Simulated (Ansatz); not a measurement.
# HfNb2O7: the cost of one run

Program: Ansatz 0.2.0. Level of theory: DFT PBE, scalar-relativistic, plane waves, PAW. These are calculated values, not measurements.

## 1. The system as given

The cell holds 20 atoms (Hf2Nb4O14): a = 6.404 Å, b = 6.709 Å, c = 6.565 Å, α = 91.59°, β = 90.95°, γ = 86.62°.

2 Hf, 14 O, 4 Nb were thrown into a skewed cell at random, at 1.05 times a reference volume of the solid, and pushed apart as soft spheres.

Structure file:

```
CELL_PARAMETERS angstrom
6.40076 0.19280 -0.05257
0.19280 6.70531 -0.09138
-0.05257 -0.09138 6.56384
ATOMIC_POSITIONS crystal
Hf 0.29876 0.55798 0.06281
Hf 0.99049 0.26071 0.19203
O 0.72136 0.09065 0.92842
O 0.48564 0.55458 0.74290
O 0.19862 0.70078 0.54740
O 0.61352 0.17431 0.42422
O 0.56871 0.81701 0.45564
O 0.62242 0.42602 0.16698
O 0.25156 0.97971 0.32360
O 0.91869 0.96496 0.50851
O 0.28621 0.38279 0.35874
O 0.90245 0.51663 0.95603
O 0.96316 0.43292 0.56094
O 0.37312 0.18947 0.03627
O 0.06321 0.19234 0.81423
O 0.20440 0.85079 0.90257
Nb 0.92804 0.69545 0.30786
Nb 0.54931 0.92171 0.14321
Nb 0.37732 0.25338 0.66259
Nb 0.76266 0.79442 0.75204
```

## 2. Dynamics at 3800 K

The cutoff is lowered while the worst contacts of the packing are taken out. One k point, a Fermi-Dirac width of 0.328 eV and a fixed cell.

input.yaml

```yaml
crystal:
  lattice:
    - [6.400765, 0.192799, -0.052575]
    - [0.192799, 6.705311, -0.091376]
    - [-0.052575, -0.091376, 6.563838]
  atoms:
    - { symbol: Hf, position: [0.2987611627, 0.5579798734, 0.0628128886] }
    - { symbol: Hf, position: [0.9904874266, 0.2607061767, 0.1920337456] }
    - { symbol: O, position: [0.7213592925, 0.0906509152, 0.9284166236] }
    - { symbol: O, position: [0.485638642, 0.5545807643, 0.7429033959] }
    - { symbol: O, position: [0.1986220738, 0.7007775891, 0.5474034383] }
    - { symbol: O, position: [0.6135203588, 0.1743062579, 0.4242154737] }
    - { symbol: O, position: [0.568708707, 0.8170104162, 0.4556444422] }
    - { symbol: O, position: [0.6224204726, 0.4260165719, 0.1669806079] }
    - { symbol: O, position: [0.2515550479, 0.9797069943, 0.3235958157] }
    - { symbol: O, position: [0.9186852016, 0.9649576596, 0.5085124202] }
    - { symbol: O, position: [0.2862062496, 0.3827870224, 0.358740782] }
    - { symbol: O, position: [0.9024537406, 0.5166259712, 0.9560325253] }
    - { symbol: O, position: [0.9631642947, 0.4329159718, 0.5609398659] }
    - { symbol: O, position: [0.3731160695, 0.1894680515, 0.0362669058] }
    - { symbol: O, position: [0.0632089727, 0.1923448003, 0.8142342422] }
    - { symbol: O, position: [0.2044015202, 0.8507866874, 0.9025658162] }
    - { symbol: Nb, position: [0.9280398334, 0.6954494535, 0.3078598627] }
    - { symbol: Nb, position: [0.549311914, 0.9217144166, 0.1432119405] }
    - { symbol: Nb, position: [0.3773248691, 0.2533765009, 0.662588624] }
    - { symbol: Nb, position: [0.7626572495, 0.7944230907, 0.7520398441] }
  symmetry: { detect: false }
basis:
  ecutwfc: 320
  xc_grid: 1
kpoints:
  mp_grid: { grid: [1, 1, 1], shift: [0.0, 0.0, 0.0] }
hamiltonian:
  xc: pbe
scf:
  occupations: { method: fermi_dirac, width: 0.3275 }
  lower_state_search: "off"
  convergence: { dr2_threshold: 1.0e-05 }
output:
  forces: true
  stress: true
md:
  timestep: 2.0
  n_steps: 24
  ensemble: nvt_langevin
  friction: 0.03
  temperature: 3800.0
  initial_velocities: maxwell_boltzmann
  seed: 95269
```

Run with:

```console
ansatz run input.yaml --threads 2 --pin off --max-ram 5120MiB --backend cpu --events-out ev --progress --plain --runs-dir out
```

What time and memory should one allow on 2 threads of Arm Neoverse V2, shared host?

About 21 s, with a peak of 0.38 GiB.
